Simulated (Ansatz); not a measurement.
A nudged elastic band was laid between two geometries of a periodic cell of 63 atoms, GaSi62 (host Si, host structure diamond, dopant Ga, one Si atom removed).

These are results of Ansatz, DFT PBE-D3(BJ), scalar-relativistic, plane waves, PAW, not measurements. Settings: PAW set soft_1, cutoff 420 eV, k mesh 1x1x1, gaussian smearing 0.02 eV, spin collinear.

- movable images: 5
- climbing image: yes
- spring: 1.0 eV/Å²
- optimiser: quadratic models (default)
- start path: IDPP
- force threshold: 0.05 eV/Å
- iteration limit: 22
- end points: relaxed

Initial state:

```xyz
63
Lattice="10.8600 0.0000 0.0000 0.0000 10.8600 0.0000 0.0000 0.0000 10.8600" Properties=species:S:1:pos:R:3
Si 5.429 0.023 0.025
Si 6.790 1.375 1.369
Si 8.143 2.732 -0.004
Si 9.499 4.079 1.366
Si 8.133 0.023 2.738
Si 9.521 1.350 4.095
Si -0.002 0.010 0.004
Si 1.358 1.359 1.366
Si 2.706 2.720 0.004
Si 4.061 4.082 1.381
Si 5.416 5.444 -0.017
Si 6.788 6.789 1.339
Si 8.133 8.161 -0.018
Si 9.495 9.515 1.380
Si 2.714 0.002 2.729
Si 4.084 1.311 4.124
Si 5.427 2.700 2.725
Si 6.793 4.047 4.064
Si 8.141 5.437 2.713
Si 9.530 6.785 4.065
Si 5.366 -0.119 5.499
Si 6.747 1.314 6.798
Si 8.137 2.695 5.430
Si 9.494 4.082 6.806
Si 8.158 0.026 8.151
Si 9.515 1.378 9.509
Si -0.014 5.434 -0.005
Si 1.342 6.788 1.368
Si 2.694 8.150 0.025
Si 4.073 9.505 1.370
Si 0.000 2.718 2.718
Si 1.366 4.057 4.094
Si 2.694 5.445 2.737
Si 4.095 6.800 4.092
Si 5.439 8.138 2.704
Si 6.776 9.482 4.093
Si 0.021 -0.010 5.450
Si 1.393 1.325 6.815
Si 2.726 2.698 5.450
Si 4.073 4.073 6.797
Si 5.436 5.397 5.405
Si 6.783 6.793 6.699
Si 8.180 8.142 5.406
Si 9.504 9.504 6.797
Si 2.774 -0.052 8.135
Si 4.073 1.355 9.514
Si 5.424 2.708 8.145
Si 6.777 4.081 9.495
Si 8.115 5.463 8.136
Si 9.497 6.801 9.494
Si 0.018 8.150 2.725
Si 1.407 9.491 4.124
Si 0.022 5.441 5.430
Si 1.404 6.830 6.796
Si 2.840 8.212 5.500
Si 0.007 2.710 8.136
Si 1.339 4.062 9.508
Si 2.692 5.420 8.151
Si 3.999 6.796 9.509
Ga 5.427 8.150 8.119
Si 6.780 9.578 9.508
Si 0.010 8.154 8.144
Si 1.364 9.505 9.511
```

Final state:

```xyz
63
Lattice="10.8600 0.0000 0.0000 0.0000 10.8600 0.0000 0.0000 0.0000 10.8600" Properties=species:S:1:pos:R:3
Si 5.422 -0.016 -0.019
Si 6.801 1.349 1.347
Si 8.137 2.727 -0.008
Si 9.505 4.070 1.360
Si 8.163 0.000 2.701
Si 9.516 1.350 4.080
Si -0.014 0.000 0.018
Si 1.365 1.350 1.371
Si 2.715 2.729 0.018
Si 4.082 4.080 1.350
Si 5.415 5.472 -0.042
Si 6.780 6.795 1.342
Si 8.103 8.160 -0.042
Si 9.495 9.493 1.350
Si 2.725 -0.010 2.729
Si 4.089 1.333 4.097
Si 5.434 2.714 2.716
Si 6.801 4.083 4.081
Si 8.137 5.438 2.703
Si 9.492 6.774 4.081
Si 5.512 -0.006 5.436
Si 6.813 1.378 6.787
Si 8.163 2.729 5.430
Si 9.495 4.080 6.797
Si 8.126 -0.016 8.137
Si 9.492 1.349 9.516
Si -0.012 5.438 -0.008
Si 1.366 6.774 1.347
Si 2.731 8.153 -0.019
Si 4.075 9.500 1.359
Si 0.003 2.712 2.718
Si 1.365 4.059 4.080
Si 2.715 5.412 2.701
Si 4.072 6.762 4.052
Si 5.430 8.145 2.713
Si 6.813 9.503 4.052
Si 0.014 -0.010 5.440
Si 1.382 1.333 6.804
Si 2.725 2.701 5.440
Si 4.075 4.071 6.790
Si 5.422 5.449 5.446
Si 6.711 6.864 6.832
Si 8.126 8.153 5.446
Si 9.504 9.500 6.790
Si 2.721 -0.006 8.227
Si 4.072 1.378 9.528
Si 5.430 2.717 8.145
Si 6.780 4.088 9.495
Si 8.103 5.472 8.130
Si 9.487 6.795 9.495
Si 0.001 8.141 2.716
Si 1.382 9.486 4.097
Si -0.014 5.412 5.430
Si 1.337 6.762 6.787
Si 2.721 8.063 5.436
Si 0.001 2.714 8.149
Si 1.366 4.083 9.516
Si 2.731 5.449 8.137
Si 4.117 6.864 9.426
Ga 4.090 9.485 6.805
Si 6.711 9.458 9.426
Si -0.002 8.145 8.145
Si 1.337 9.503 9.528
```

(1) Which bonds break or form, and what moves?

(2) Give the energies along the band, and the barrier.

(3) What is the geometry of the highest image?

## Answers

(1) Contacts lost: Si42–Ga60, Si59–Ga60, Ga60–Si61. Contacts made: Si21–Ga60, Si45–Ga60, Si55–Ga60. The atom that moves furthest is Ga60, by 2.30 Å; four of its nearest neighbours are Si42 2.39, Si61 2.41, Si59 2.41, Si55 3.68 Å at the first end and Si21 2.40, Si45 2.40, Si55 2.40, Si61 3.71 Å at the last.

(2) It converged. The highest image is number 3 of 0 to 6, 0.30 eV above the first end and 0.29 eV above the last; the last end lies 0.01 eV above the first. The order of the stationary point at the top wasn't checked. Limits of this set-up: coarse k mesh.

```tsv
image	path coordinate (Å)	energy (eV)	Si42–Ga60 (Å)	Si59–Ga60 (Å)	Ga60–Si61 (Å)
0	0.00	0.00	2.39	2.41	2.41
1	0.47	0.05	2.46	2.47	2.49
2	0.95	0.20	2.71	2.56	2.61
3	1.40	0.30	3.13	2.76	2.80
4	1.82	0.13	3.30	3.09	3.10
5	2.21	0.03	3.53	3.39	3.39
6	2.60	0.01	3.71	3.71	3.71
```

(3) 
```xyz
63
Lattice="10.8600 0.0000 0.0000 0.0000 10.8600 0.0000 0.0000 0.0000 10.8600" Properties=species:S:1:pos:R:3
Si 5.423 0.023 0.005
Si 6.825 1.354 1.361
Si 8.139 2.747 -0.010
Si 9.501 4.075 1.371
Si 8.159 0.004 2.737
Si 9.533 1.349 4.096
Si -0.036 0.021 0.024
Si 1.365 1.352 1.373
Si 2.698 2.751 0.023
Si 4.082 4.105 1.355
Si 5.400 5.511 -0.095
Si 6.779 6.798 1.311
Si 8.075 8.174 -0.088
Si 9.476 9.495 1.361
Si 2.727 -0.010 2.729
Si 4.094 1.306 4.116
Si 5.450 2.703 2.709
Si 6.796 4.075 4.066
Si 8.131 5.444 2.694
Si 9.501 6.780 4.065
Si 5.454 -0.089 5.503
Si 6.800 1.361 6.787
Si 8.162 2.726 5.414
Si 9.524 4.052 6.808
Si 8.155 0.019 8.138
Si 9.503 1.379 9.514
Si -0.029 5.436 -0.009
Si 1.363 6.752 1.362
Si 2.691 8.153 0.006
Si 4.073 9.503 1.355
Si 0.007 2.709 2.719
Si 1.366 4.044 4.096
Si 2.713 5.416 2.735
Si 4.091 6.783 4.072
Si 5.438 8.139 2.696
Si 6.791 9.486 4.074
Si 0.035 -0.021 5.449
Si 1.476 1.241 6.819
Si 2.738 2.683 5.449
Si 4.074 4.070 6.795
Si 5.433 5.422 5.428
Si 6.745 6.833 6.779
Si 8.155 8.144 5.428
Si 9.508 9.503 6.794
Si 2.840 -0.124 8.247
Si 4.064 1.397 9.546
Si 5.428 2.712 8.148
Si 6.771 4.096 9.487
Si 8.126 5.452 8.128
Si 9.484 6.803 9.487
Si 0.016 8.127 2.713
Si 1.414 9.482 4.119
Si -0.011 5.414 5.413
Si 1.355 6.775 6.786
Si 2.810 8.118 5.505
Si 0.056 2.659 8.129
Si 1.337 4.072 9.514
Si 2.696 5.422 8.139
Si 4.028 6.912 9.377
Ga 4.595 8.948 7.609
Si 6.674 9.544 9.384
Si 0.006 8.149 8.148
Si 1.318 9.515 9.548
```

Run time: 12 min on 4 threads of Arm Neoverse V2, on a shared host, peak memory 6.1 GiB.
